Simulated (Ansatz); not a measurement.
AlHg:

```
Al Hg
1.0
     0.00000    3.06853    3.06853
     3.06853    0.00000    3.06853
     3.06853    3.06853    0.00000
Al Hg
1 1
Direct
  0.00000 0.00000 0.00000
  0.75000 0.75000 0.75000
```

The cell was built by a generator and needn't be a form met in nature.

| Quantity | Value |
| --- | --- |
| Program | Ansatz 0.2.0 |
| Task | relaxation of cell and atoms |
| Functional | BLYP |
| Dispersion | D3(BJ) |
| Potentials or basis | Ansatz PAW |
| Cutoff | 420 eV (not typed: the program's choice for these potentials) |
| k mesh | 8 × 8 × 8 |
| Occupations | fermi-dirac, width 0.05 eV |
| Spin | no spin polarisation |

At the start: volume 28.89 Å³/atom.

Q: Where does the relaxation end?

A: It ends after 4 steps and the volume is 27.53 Å³/atom (-4.7 %); space group F-43m (No. 216, to 0.05 Å).

Step by step:
| step | energy change (eV) | largest force (eV/Å) | volume (Å³) |
| --- | --- | --- | --- |
| 1 | 0.0000 | 0.0000 | 57.79 |
| 2 | -0.0144 | 0.0000 | 55.38 |
| 3 | -0.0147 | 0.0000 | 55.05 |
| 4 | -0.0141 | 0.0000 | 55.05 |

Final structure:
```cif
data_structure
_symmetry_space_group_name_H-M 'P 1'
_symmetry_Int_Tables_number 1
_cell_length_a 4.2701
_cell_length_b 4.2701
_cell_length_c 4.2701
_cell_angle_alpha 60.000
_cell_angle_beta 60.000
_cell_angle_gamma 60.000
_cell_volume 55.05
loop_
_atom_site_label
_atom_site_type_symbol
_atom_site_fract_x
_atom_site_fract_y
_atom_site_fract_z
_atom_site_occupancy
Al1 Al 0.00000 0.00000 0.00000 1
Hg1 Hg 0.75000 0.75000 0.75000 1
```

Caveat: the plane-wave basis is chosen anew once the cell has moved, so the energies of steps on either side of that aren't comparable; pairwise dispersion overbinds metals, which lowers pressure and volume; the PAW data sets come from PBE, with cores solved anew for the run's functional, which leaves a small shift of forces and pressure.
